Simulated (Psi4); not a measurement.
# quartet BGeH4 at 4 levels

Wanted: a comparison of 4 runs (U-r2SCAN/def2-SVPD, UBLYP/def2-SVPD, UPBE/def2-SVPD, USVWN5/def2-SVPD) of quartet BGeH4. 

Program for the calculation: Psi4 1.11.

2 further runs of the same task are left out: 2 set aside as unsound or not needed.

**1. The molecule**

BGeH4 has 6 atoms, charge 0, and is taken as a quartet. SMILES of the parent species: `[BH2][GeH2]`. The shape comes from GFN2-xTB, which is rough for such elements, and wasn't checked as a minimum. That shape belongs to the parent species and isn't relaxed for this state.

Bond lengths: B1–Ge2 1.922 Å, B1–H3 1.170 Å, B1–H4 1.169 Å, Ge2–H5 1.528 Å, Ge2–H6 1.528 Å. Angles: B1–Ge2–H5 129.8°, B1–Ge2–H6 129.7°, Ge2–B1–H3 119.3°, Ge2–B1–H4 119.1°, H5–Ge2–H6 100.4°, H3–B1–H4 121.6°.

**2. Energy and gradient at U-r2SCAN/def2-SVPD (run 1)**

Contents of bgeh4.inp:

```
memory 1.6 GB

molecule m {
  0 4
  B
  Ge 1 1.92196
  H 1 1.16956 2 119.2583
  H 1 1.169428 3 121.62169 2 179.51016
  H 2 1.52823 1 129.82496 4 0.59533
  H 2 1.527768 5 100.43005 1 -179.06121
  units angstrom
  symmetry c1
}

set {
  basis def2-SVPD
  reference uks
  puream true
  e_convergence 1e-09
  d_convergence 1e-08
  scf_type pk
  dft_radial_points 99
  dft_spherical_points 590
  maxiter 200
}

E = gradient('r2scan')
```

Command:

```bash
psi4 bgeh4.inp bgeh4.out -n 1
```

bgeh4.out:

```text
[...]
  Running in c1 symmetry.
[...]
  Nuclear repulsion =   86.055499738315973
[...]
  Multiplicity = 4
[...]
  Nalpha       = 22
  Nbeta        = 19
[...]
    Number of basis functions: 90
[...]
   @UKS iter   1: -2102.18139544131691   -1.64074e+00   2.71184e-02 ADIIS/DIIS
[...]
   @UKS iter  18: -2103.68346521807325   -4.54747e-12   6.80021e-09 DIIS
[...]
   @S^2 Observed:                3.761118923E+00
[...]
    Orbital Energies [Eh]
    ---------------------
    Alpha Occupied:
       1A   -398.155971     2A    -49.620047     3A    -44.123152
       4A    -44.122447     5A    -44.121108     6A     -6.647714
       7A     -6.201331     8A     -4.356870     9A     -4.354909
      10A     -4.351445    11A     -1.170947    12A     -1.168240
      13A     -1.168028    14A     -1.163378    15A     -1.162808
      16A     -0.595603    17A     -0.483937    18A     -0.370398
      19A     -0.353658    20A     -0.328877    21A     -0.245320
      22A     -0.113303
    Alpha Virtual:
      23A     -0.022694    24A      0.004858    25A      0.020038
[...]
  @UKS Final Energy: -2103.68346521807325
   => Energetics <=
    Nuclear Repulsion Energy =             86.0554997383159730
    One-Electron Energy =               -3099.2161300656398453
    Two-Electron Energy =                 993.9856544749824252
    DFT Exchange-Correlation Energy =     -84.5084893657319043
    Empirical Dispersion Energy =           0.0000000000000000
    VV10 Nonlocal Energy =                  0.0000000000000000
    Total Energy =                      -2103.6834652180732519
[...]
 Multipole Moments:
 ------------------------------------------------------------------------------------
     Multipole            Electronic (a.u.)      Nuclear  (a.u.)        Total (a.u.)
 ------------------------------------------------------------------------------------
 L = 1.  Multiply by 2.5417464519 to convert [e a0] to [Debye]
 Dipole X            :         -0.0117474            0.0162956            0.0045482
 Dipole Y            :         -0.0006682           -0.0003162           -0.0009843
 Dipole Z            :          3.1782307           -2.7971785            0.3810522
 Magnitude           :                                                    0.3810806
[...]
  -Total Gradient:
     Atom            X                  Y                   Z
    ------   -----------------  -----------------  -----------------
       1       -0.000578886974    -0.000464064979     0.087884237785
       2        0.001203882498     0.000357155136    -0.091237706357
       3       -0.000039305782    -0.032048099018    -0.011530213992
       4        0.000061972691     0.032360037731    -0.011621301739
       5       -0.000125236586     0.014770054889     0.013340355194
       6       -0.000524219532    -0.014974670608     0.013263326293
[...]
```

Wall time 51 s (1 thread of Intel Xeon 6975P-C (Granite Rapids), shared host); peak memory 1 GiB.

**3. Energy and gradient at UBLYP/def2-SVPD (run 2)**

Contents of bgeh4.py:

```python
import psi4

psi4.set_memory(1600000000)
psi4.set_num_threads(1)
psi4.core.set_output_file('output.dat', False)

geom = psi4.geometry("""
0 4
B
Ge 1 1.92196
H 1 1.16956 2 119.2583
H 1 1.169428 3 121.62169 2 179.51016
H 2 1.52823 1 129.82496 4 0.59533
H 2 1.527768 5 100.43005 1 -179.06121
symmetry c1
""")

psi4.set_options({
    'basis': 'def2-SVPD',
    'reference': 'uks',
    'puream': True,
    'e_convergence': 1e-09,
    'd_convergence': 1e-08,
    'scf_type': 'pk',
    'dft_radial_points': 99,
    'dft_spherical_points': 590,
    'maxiter': 200,
})

E, wfn = psi4.gradient("blyp", return_wfn=True)
psi4.oeprop(wfn, "MAYER_INDICES", "LOWDIN_CHARGES", "MULLIKEN_CHARGES")
print('gradient / Eh bohr^-1')
print(E.np.round(6))
print(f'energy = {wfn.energy():.10f} Eh')
```

Command:

```bash
python bgeh4.py
```

output.dat, shortened:

```text
[...]
  Running in c1 symmetry.
[...]
  Nuclear repulsion =   86.055499738315973
[...]
  Multiplicity = 4
[...]
  Nalpha       = 22
  Nbeta        = 19
[...]
    Number of basis functions: 90
[...]
   @UKS iter   1: -2102.11273575073847   -1.45764e+00   2.77076e-02 ADIIS/DIIS
[...]
   @UKS iter  19: -2103.73155660874045   -2.27374e-12   5.11231e-09 DIIS
[...]
   @S^2 Observed:                3.753766390E+00
[...]
  @UKS Final Energy: -2103.73155660874045
   => Energetics <=
    Nuclear Repulsion Energy =             86.0554997383159730
    One-Electron Energy =               -3098.4364642311520583
    Two-Electron Energy =                 993.1577420933057283
    DFT Exchange-Correlation Energy =     -84.5083342092103891
    Empirical Dispersion Energy =           0.0000000000000000
    VV10 Nonlocal Energy =                  0.0000000000000000
    Total Energy =                      -2103.7315566087404477
[...]
 Multipole Moments:
 ------------------------------------------------------------------------------------
     Multipole            Electronic (a.u.)      Nuclear  (a.u.)        Total (a.u.)
 ------------------------------------------------------------------------------------
 L = 1.  Multiply by 2.5417464519 to convert [e a0] to [Debye]
 Dipole X            :         -0.0118444            0.0162956            0.0044512
 Dipole Y            :         -0.0004488           -0.0003162           -0.0007650
 Dipole Z            :          3.1804747           -2.7971785            0.3832962
 Magnitude           :                                                    0.3833228
[...]
  -Total Gradient:
     Atom            X                  Y                   Z
    ------   -----------------  -----------------  -----------------
       1       -0.000555539650    -0.000422026018     0.088078025340
       2        0.001396443342     0.000353511387    -0.085753296502
       3       -0.000052567425    -0.032448693895    -0.009387454396
       4        0.000042019524     0.032741667689    -0.009456653263
       5       -0.000172781227     0.019334556434     0.008303408386
       6       -0.000657705032    -0.019559037095     0.008214443688
[...]
  Mulliken Charges: (a.u.)
   Center  Symbol    Alpha    Beta     Spin     Total
       1     B     3.78567  2.40100  1.38467 -1.18667
       2    GE    16.87887 15.45586  1.42301 -0.33474
       3     H     0.24042  0.21813  0.02229  0.54145
[...]
```

The script printed:

```text
gradient / Eh bohr^-1
[[-5.5600e-04 -4.2200e-04  8.8078e-02]
 [ 1.3960e-03  3.5400e-04 -8.5753e-02]
 [-5.3000e-05 -3.2449e-02 -9.3870e-03]
 [ 4.2000e-05  3.2742e-02 -9.4570e-03]
 [-1.7300e-04  1.9335e-02  8.3030e-03]
 [-6.5800e-04 -1.9559e-02  8.2140e-03]]
energy = -2103.7315566087 Eh
```

Run time: 26 s. Hardware: 1 thread of Intel Xeon 6975P-C (Granite Rapids), shared host; peak memory 0.74 GiB.

Run 3 isn't shown in full; the table further down has it.

**4. Energy and gradient at USVWN5/def2-SVPD (run 4)**

Contents of run.py:

```python
import psi4

psi4.set_memory('1600 MB')
psi4.set_num_threads(1)
psi4.core.set_output_file('run.log', False)

geom = psi4.geometry("""
0 4
B     -0.02418849    -2.05898889     0.23589451
Ge     0.02405621     1.54982109    -0.17083124
H     -1.46380075    -2.96806054     1.64510108
H      1.39936109    -3.29075018    -0.92165723
H      1.68499320     3.19832367    -1.86313768
H     -1.62042125     3.56963596     1.07463056
units bohr
symmetry c1
""")

options = {'basis': 'def2-SVPD', 'reference': 'uks', 'puream': True, 'e_convergence': 1e-09, 'd_convergence': 1e-08, 'scf_type': 'pk', 'dft_radial_points': 99, 'dft_spherical_points': 590, 'maxiter': 200}
psi4.set_options(options)

e = psi4.gradient('scf', dft_functional={"name": "SVWN5", "x_functionals": {"LDA_X": {}}, "c_functionals": {"LDA_C_VWN": {}}}, molecule=geom)
print('gradient / Eh bohr^-1')
print(e.np.round(6))
```

Command:

```bash
python run.py
```

run.log, shortened:

```text
[...]
  Running in c1 symmetry.
[...]
  Nuclear repulsion =   86.055500773819489
[...]
  Multiplicity = 4
[...]
  Nalpha       = 22
  Nbeta        = 19
[...]
    Number of basis functions: 90
[...]
   @UKS iter   1: -2098.60055257658587   -1.41673e+00   2.77788e-02 ADIIS/DIIS
[...]
   @UKS iter  20: -2100.22399158538838   -2.72848e-12   2.17909e-09 DIIS
[...]
   @S^2 Observed:                3.753430114E+00
[...]
  @UKS Final Energy: -2100.22399158538838
   => Energetics <=
    Nuclear Repulsion Energy =             86.0555007738194888
    One-Electron Energy =               -3098.5410211792618611
    Two-Electron Energy =                 993.2192330715334947
    DFT Exchange-Correlation Energy =     -80.9577042514792709
    Empirical Dispersion Energy =           0.0000000000000000
    VV10 Nonlocal Energy =                  0.0000000000000000
    Total Energy =                      -2100.2239915853883758
[...]
 Multipole Moments:
 ------------------------------------------------------------------------------------
     Multipole            Electronic (a.u.)      Nuclear  (a.u.)        Total (a.u.)
 ------------------------------------------------------------------------------------
 L = 1.  Multiply by 2.5417464519 to convert [e a0] to [Debye]
 Dipole X            :          0.0511879           -0.0478953            0.0032926
 Dipole Y            :          3.1725844           -2.7805672            0.3920172
 Dipole Z            :         -0.3486760            0.3010431           -0.0476329
 Magnitude           :                                                    0.3949142
[...]
  -Total Gradient:
     Atom            X                  Y                   Z
    ------   -----------------  -----------------  -----------------
       1        0.001674004156     0.070064618083    -0.007823255719
       2       -0.002064067222    -0.074766232783     0.007851223265
       3        0.026532729648    -0.010770316753    -0.023154192654
       4       -0.027018524109    -0.004713675838     0.025089219432
       5       -0.012309507614     0.011569192092     0.010238195161
       6        0.013185376002     0.008614205965    -0.012200931908
[...]
```

Standard output:

```text
gradient / Eh bohr^-1
[[ 0.001674  0.070065 -0.007823]
 [-0.002064 -0.074766  0.007851]
 [ 0.026533 -0.01077  -0.023154]
 [-0.027019 -0.004714  0.025089]
 [-0.01231   0.011569  0.010238]
 [ 0.013185  0.008614 -0.012201]]
```

Wall time 19 s (1 thread of Intel Xeon 6975P-C (Granite Rapids), shared host); peak memory 0.55 GiB.

**5. All runs side by side**

| run | level | energy (Eh) | dipole moment (D) | HOMO energy (eV) | ⟨S²⟩ | wall time |
| --- | --- | --- | --- | --- | --- | --- |
| 1 | U-r2SCAN/def2-SVPD | -2103.683465 | 0.97 | -3.08 | 3.761 | 51 s |
| 2 | UBLYP/def2-SVPD | -2103.731557 | 0.97 | -2.55 | 3.754 | 26 s |
| 3 | UPBE/def2-SVPD | -2103.338242 | 0.97 | -2.80 | 3.755 | 26 s |
| 4 | USVWN5/def2-SVPD | -2100.223992 | 1.00 | -2.83 | 3.753 | 19 s |

**6. Outcome**

```
                                 quantity           value
                      run 4: total energy  -2100.22399 Eh
                     run 4: dipole moment          1.00 D
run 4: HOMO energy (highest over α and β)        -2.83 eV
                              run 4: ⟨S²⟩           3.753
          run 4: largest force on an atom      3.867 eV/Å
```

**Reading.** The dipole moment (its size) runs from 0.97 D (U-r2SCAN/def2-SVPD) to 1.00 D (USVWN5/def2-SVPD). Totals of different functionals can't be ranked against each other. All runs together took 2 min, the longest 51 s.
